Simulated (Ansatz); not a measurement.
# CH₅PSSi: up Jacob's ladder to CCSD(T)

How much do the methods differ for CH₅PSSi? The plan is to run it at one geometry with functionals of several rungs and with coupled cluster. The yardstick is the atomisation energy at the CCSD(T) limit.

The runs use Ansatz 0.2.0, Gaussian basis; functionals in def2-TZVPP, the program's frozen cores in correlated methods.

Levels to be run: LDA (SPW92), PBE-D4, revPBE-D4, BLYP-D4, r2SCAN-D4, B97M-V, PBE0-D4, B3LYP-D4, r2SCANh-D4, r2SCAN0-D4, HSE06-D4, BHLYP-D4, CAM-B3LYP-D4, LC-ωPBE, ωB97X-V, ωB97M-V, B2PLYP, PBE-QIDH; CCSD(T)/def2-SVP; CCSD(T)/def2-TZVPP; MP2/def2-QZVPP; extrapolation to the limit; RPA on PBE.

## (1) The relaxed structure

An earlier PBE0-D4 in a triple-zeta def2 set relaxation fixed the geometry.

SMILES `P[SiH]1CS1`, 9 atoms, charge 0, spin multiplicity 1.

Atoms are counted from 1 here; the program's logs count them from 0.

Bond lengths: P1–Si2 2.238 Å, P1–H5 1.421 Å, P1–H6 1.420 Å, Si2–C3 1.841 Å, Si2–S4 2.090 Å, Si2–H7 1.482 Å, C3–S4 1.864 Å, C3–H8 1.086 Å, C3–H9 1.086 Å. Angles: Si2–P1–H5 93.2°, Si2–P1–H6 92.5°, H5–P1–H6 93.7°, P1–Si2–C3 119.6°, P1–Si2–S4 123.3°, P1–Si2–H7 111.8°, C3–Si2–S4 56.2°, C3–Si2–H7 118.0°, S4–Si2–H7 117.6°, Si2–C3–S4 68.7°, Si2–C3–H8 119.9°, Si2–C3–H9 120.2°, S4–C3–H8 113.0°, S4–C3–H9 113.2°, H8–C3–H9 113.3°, Si2–S4–C3 55.1°.

As a file:

```xyz
9

P    -1.69633    1.10329    0.53820
Si   -0.20922   -0.55383    0.31384
C     1.55352   -0.15150   -0.03086
S     0.75369   -0.99651   -1.48742
H    -2.73179    0.36826   -0.09984
H    -1.27337    1.72969   -0.66346
H    -0.49854   -1.68045    1.23141
H     1.84392    0.87374   -0.24111
H     2.34642   -0.73899    0.42195
```

## (2) LDA

This LDA is Slater exchange with PW92 correlation.

in.yaml

```yaml
crystal:
  periodic: [false, false, false]
  atoms:
    - {symbol: P, position_ang: [-1.696334, 1.103291, 0.538196]}
    - {symbol: Si, position_ang: [-0.209219, -0.553835, 0.313838]}
    - {symbol: C, position_ang: [1.553523, -0.151496, -0.030862]}
    - {symbol: S, position_ang: [0.753686, -0.996510, -1.487423]}
    - {symbol: H, position_ang: [-2.731791, 0.368264, -0.099843]}
    - {symbol: H, position_ang: [-1.273370, 1.729693, -0.663462]}
    - {symbol: H, position_ang: [-0.498536, -1.680452, 1.231412]}
    - {symbol: H, position_ang: [1.843918, 0.873738, -0.241107]}
    - {symbol: H, position_ang: [2.346422, -0.738994, 0.421951]}
basis:
  gaussian: {orbitals: def2-TZVPP}
hamiltonian: {xc: lda}
output: {orbitals: {seedname: orbitals}}
```

Command:

```sh
$ ansatz run in.yaml --threads 2 --pin off --events-out ev --progress --plain --max-ram 4352MiB
```

The runs that follow: PBE-D4 (GGA); revPBE-D4 (GGA); BLYP-D4 (GGA); r2SCAN-D4 (meta-GGA); B97M-V (meta-GGA); B3LYP-D4 (hybrid); r2SCANh-D4 (hybrid); r2SCAN0-D4 (hybrid); HSE06-D4 (hybrid); BHLYP-D4 (hybrid); CAM-B3LYP-D4 (range-separated); LC-ωPBE (range-separated); ωB97X-V (range-separated); ωB97M-V (range-separated); B2PLYP (double hybrid); PBE-QIDH (double hybrid); CCSD(T) in def2-SVP; CCSD(T) in def2-TZVPP; MP2 in def2-QZVPP; RPA on PBE orbitals.

Q: Predict the results of all the runs planned. Wanted: atomisation energy, CCSD(T)/CBS; farthest beyond LDA; mean size of error, GGA; mean size of error, meta-GGA; mean size of error, hybrid; mean size of error, range-separated; mean size of error, double hybrid; gap, smallest and largest; T1 diagnostic.

**Answer**, as computed:

| quantity | value |
| --- | --- |
| atomisation energy, CCSD(T)/CBS | 29.983 eV |
| functionals within 0.150 eV (0.5 %) | revPBE-D4, BLYP-D4, B3LYP-D4, r2SCANh-D4, CAM-B3LYP-D4 |
| farthest beyond LDA | BHLYP-D4 (-0.724 eV) |
| mean size of error, GGA | 0.242 eV |
| mean size of error, meta-GGA | 0.394 eV |
| mean size of error, hybrid | 0.216 eV |
| mean size of error, range-separated | 0.279 eV |
| mean size of error, double hybrid | 0.333 eV |
| gap, smallest and largest | 4.23 eV (LDA (SPW92)), 11.08 eV (LC-ωPBE) |
| T1 diagnostic | 0.0134 |
| triples share of the correlation energy | 4.7 % |

In words: The LDA atomisation energy is off by 4.419 eV (15 %): it overbinds. PBE-D4 misses by +0.570 eV. Double hybrids carry the basis error of their MP2 part in triple zeta, and no dispersion term here, so their miss is partly the set-up's. Taken by rung, hybrid functionals do best (0.216 eV on average) and meta-GGA ones worst beyond LDA (0.394 eV). The gap between the best rungs is small, so their order is not settled. The reference freezes the cores and leaves out relativity and excitations past (T), so misses under about 0.150 eV can't be ranked. Hartree-Fock recovers 70 % of the binding; the rest is correlation. CCSD(T) in def2-SVP is off by -2.570 eV, more than most functionals: a good method in a small basis is no reference. The gap grows from 4.2 to 11.1 eV across the functionals, mostly with the share of exact exchange.
